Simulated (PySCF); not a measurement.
# GeH4 (SMILES [H][Ge]([H])([H])[H]) at 6 levels

We compute a comparison of 6 runs (B2PLYP/STO-6G, B3LYP/STO-6G, PBE0/STO-6G, SVWN5/STO-6G, wB97X-V/STO-6G, UCCSD(T)/STO-6G) of GeH4. 

The results are computed with PySCF 2.14.0.

4 further runs of the same task are left out: 4 set aside as unsound or not needed.

**1. The molecule**

GeH4 has 5 atoms, charge 0, and is taken as a singlet. As SMILES, `[H][Ge]([H])([H])[H]`. The Ge1–H2 distance was set to 2.668 Å, away from the relaxed value. At this shape a bond of the SMILES string is far longer than usual.

Bond lengths: Ge1–H3 1.483 Å, Ge1–H4 1.482 Å, Ge1–H5 1.483 Å. Angles: H3–Ge1–H4 109.6°, H3–Ge1–H5 109.5°, H4–Ge1–H5 109.4°.

**2. A single-point energy at B2PLYP/STO-6G (run 1)**

start.xyz reads:

```xyz
5
GeH4
Ge    -0.008968     0.015311    -1.185892
H      0.011480    -0.018150     1.481920
H      1.385812     0.024901    -1.689172
H     -0.716698     1.228821    -1.659292
H     -0.707978    -1.191399    -1.690252
```

job.py reads:

```python
from pyscf import gto, dft, mp

mol = gto.M(
    atom='start.xyz',
    verbose=4,
    basis='sto-6g',
    max_memory=1860,
)

myscf = dft.RKS(mol)
myscf.xc = '0.53*HF + 0.47*B88, 0.73*LYP'
myscf.grids.level = 5
myscf.conv_tol = 1e-10
myscf.kernel()
if not myscf.converged:
    myscf = myscf.newton().run(myscf.mo_coeff, myscf.mo_occ)

pt = mp.MP2(myscf, frozen=9).run()
e_tot = myscf.e_tot + 0.27 * pt.e_corr
print('PT2 part  %.8f' % (0.27 * pt.e_corr))
print('E = %.10f Eh' % e_tot)
```

Run with:

```bash
$ OMP_NUM_THREADS=1 python job.py
```

Output:

```text
PySCF version 2.14.0

[... 73 lines left out ...]
converged SCF energy = -2067.46907538671
[... 1 line left out ...]
******** <class 'pyscf.mp.mp2.RMP2'> ********
nocc = 9, nmo = 13
frozen orbitals 9
E(RMP2) = -2067.58444543091  E_corr = -0.115370044196908
E(SCS-RMP2) = -2067.60510390408  E_corr = -0.13602851737535
E_corr(same-spin) = -0.00278715653185237
E_corr(oppo-spin) = -0.112582887665055
PT2 part  -0.03114991
E = -2067.5002252986 Eh
```

It took 5.7 s on 1 thread of AMD EPYC 7R43 (Zen 3), shared host; peak memory 0.2 GiB.

**3. A single-point energy at B3LYP/STO-6G (run 2)**

calc.py reads:

```python
from pyscf import gto, dft

mol = gto.Mole()
mol.atom = '''
Ge  -0.008968   0.015311  -1.185892
H    0.011480  -0.018150   1.481920
H    1.385812   0.024901  -1.689172
H   -0.716698   1.228821  -1.659292
H   -0.707978  -1.191399  -1.690252
'''
mol.max_memory = 1860
mol.verbose = 3
mol.basis = 'sto-6g'
mol.charge = 0
mol.spin = 0
mol.build()

myscf = dft.RKS(mol, xc='b3lyp')
myscf.grids.level = 5
myscf.conv_tol = 1e-10
myscf.kernel()
if not myscf.converged:
    myscf = myscf.newton().run(myscf.mo_coeff, myscf.mo_occ)

e_final = myscf.e_tot
print(f'total energy: {e_final:.8f} hartree')
```

Run with:

```bash
$ OMP_NUM_THREADS=1 python calc.py
```

Output:

```text
converged SCF energy = -2067.86882089802
total energy: -2067.86882090 hartree
```

Wall time 6 s (1 thread of AMD EPYC 7R43 (Zen 3), shared host); peak memory 0.2 GiB.

Run 3 isn't shown in full; the table further down has it.

**4. The energy at SVWN5/STO-6G (run 4)**

calc.py reads:

```python
from pyscf import gto, dft

mol = gto.Mole()
mol.atom = '''
Ge  -0.008968   0.015311  -1.185892
H    0.011480  -0.018150   1.481920
H    1.385812   0.024901  -1.689172
H   -0.716698   1.228821  -1.659292
H   -0.707978  -1.191399  -1.690252
'''
mol.verbose = 3
mol.charge = 0
mol.max_memory = 1860
mol.basis = 'sto-6g'
mol.build()

mf = dft.RKS(mol)
mf.xc = 'svwn'
mf.grids.level = 5
mf.conv_tol = 1e-10
mf.kernel()
if not mf.converged:
    mf = mf.newton().run(mf.mo_coeff, mf.mo_occ)

e_final = mf.e_tot
print('Final energy', e_final)
```

Run with:

```bash
$ OMP_NUM_THREADS=1 python calc.py
```

Output:

```text
converged SCF energy = -2064.39602223463
Final energy -2064.3960222346286
```

Wall time 5.1 s (1 thread of AMD EPYC 7R43 (Zen 3), shared host); peak memory 0.14 GiB.

Run 5 isn't shown in full; the table further down has it.

**5. The energy at UCCSD(T)/STO-6G (run 6)**

start.xyz is that of step 2.

calc.py reads:

```python
from pyscf import gto, scf, cc

mol = gto.M(
    atom='start.xyz',
    charge=0,
    verbose=3,
    max_memory=1860,
    basis='sto-6g',
)

mf = scf.UHF(mol)
mf.conv_tol = 1e-10
mf.kernel()
if not mf.converged:
    mf = mf.newton().run(mf.mo_coeff, mf.mo_occ)
for _ in range(3):
    mo, _, stable, _ = mf.stability(return_status=True)
    if stable:
        break
    mf.kernel(mf.make_rdm1(mo, mf.mo_occ))

mycc = cc.CCSD(mf, frozen=9)
mycc.kernel()
e_t = mycc.ccsd_t()
etot = mycc.e_tot + e_t
print('Final energy', etot)
```

Run with:

```bash
$ OMP_NUM_THREADS=1 python calc.py
```

Output:

```text
converged SCF energy = -2066.39722409631  <S^2> = 2.2524205e-12  2S+1 = 1
<class 'pyscf.scf.uhf.UHF'> wavefunction has an internal instability
converged SCF energy = -2066.46941829925  <S^2> = 0.85863  2S+1 = 2.10583
<class 'pyscf.scf.uhf.UHF'> wavefunction is stable in the internal stability analysis
E(UCCSD) = -2066.535790209189  E_corr = -0.06637190993983387
UCCSD(T) correction = -0.00166563214935265
Final energy -2066.5374558413387
```

Wall time 2.3 s (1 thread of AMD EPYC 7R43 (Zen 3), shared host); peak memory 0.11 GiB.

**6. The series**

| run | level | frozen core orbitals | nlc grid | energy (Eh) | dipole moment (D) of the reference | HOMO energy (eV) | LUMO energy (eV) | wall time |
| --- | --- | --- | --- | --- | --- | --- | --- | --- |
| 1 | B2PLYP/STO-6G | 9 | – | -2067.500225 | 0.78 | -5.40 | 1.54 | 5.7 s |
| 2 | B3LYP/STO-6G | – | – | -2067.868821 | 0.72 | -4.65 | -0.12 | 6 s |
| 3 | PBE0/STO-6G | – | – | -2067.636816 | 0.67 | -4.74 | 0.20 | 6 s |
| 4 | SVWN5/STO-6G | – | – | -2064.396022 | 0.49 | -2.30 | -0.61 | 5.1 s |
| 5 | wB97X-V/STO-6G | – | 1 | -2067.703551 | 0.71 | -6.87 | 2.35 | 34 s |
| 6 | UCCSD(T)/STO-6G | 9 | – | -2066.537456 | 0.32 | -7.09 | 5.53 | 2.3 s |

**7. Summary of results**

| quantity | value |
| --- | --- |
| run 6: total energy | -2066.53746 Eh |
| run 6: dipole moment (Hartree–Fock density) | 0.32 D |
| run 6: HOMO energy (Hartree–Fock orbitals) | -7.09 eV |
| run 6: LUMO energy (Hartree–Fock orbitals) | 5.53 eV |
| run 6: HOMO–LUMO gap (Hartree–Fock orbitals) | 12.62 eV |
| run 6: correlation energy (9 core orbitals frozen) | -68.0 mEh |
| run 6: (T) correction | -1.67 mEh |
| run 6: ⟨S²⟩ of the reference determinant | 0.859 |
| run 6: T1 diagnostic | 0.058 |

What this shows: Over runs 1, 2, 3, 4, 5 the dipole moment (its size) runs from 0.49 D (SVWN5/STO-6G) to 0.78 D (B2PLYP/STO-6G). A double hybrid's value is that of its SCF part. Over runs 1, 2, 3, 4, 5 the HOMO–LUMO gap runs from 1.69 eV (SVWN5/STO-6G) to 9.22 eV (wB97X-V/STO-6G). Totals of different functionals can't be ranked against each other. In runs 1, 2, 3, 4, 5, 6 the basis is minimal, so the values are rough. In runs 1, 2, 3, 4, 5 a closed-shell determinant meets a far-stretched bond, which it describes badly. Spin contamination of the reference: run 6 ⟨S²⟩ = 0.86. Where it is this large, the reference is a mixture of spin states, and values that rest on it are in doubt. All runs together took 59 s, the longest 34 s.
